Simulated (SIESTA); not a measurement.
Runs of SIESTA 5.4.2 on Hf5N4. The cell holds a slab with vacuum, 9 atoms: a = 3.195 Å, b = 3.195 Å, c = 25.434 Å, α = 90.00°, β = 90.00°, γ = 120.00°. 

```csv
potentials or basis,gap on the mesh (eV),largest force (eV/Å)
"PseudoDojo 0.4 standard (PBE files), TZP (energy shift 0.003 Ry; two zetas on semicore shells)",none,0.82
"PseudoDojo 0.4 standard (PBE files), DZ (energy shift 0.003 Ry; two zetas on semicore shells)",none,0.66
"PseudoDojo 0.4 standard (PBE files), DZDP (energy shift 0.003 Ry; two zetas on semicore shells)",none,0.82
"PseudoDojo 0.4 standard (PBE files), SZ (energy shift 0.003 Ry)",none,0.71
"PseudoDojo 0.4 standard (PBE files), SZP (energy shift 0.003 Ry)",none,(a)
```

Alike in all rows: task single point; level PBE; no spin polarisation; cell as given; k mesh 7 × 7 × 1; smearing fermi-dirac 0.05 eV; grid cutoff 800 Ry; energy shift 0.003 Ry.

Estimate the missing entries.

(a) 0.73.

Caveats: the basis of atomic orbitals isn't converged, which shifts pressures, moduli and gaps; the basis has no polarisation orbitals (some runs).

A k mesh can miss the band edges, and the runs leave out spin-orbit coupling on Hf.

A gap of «none» marks a metal or a gap under the smearing width.
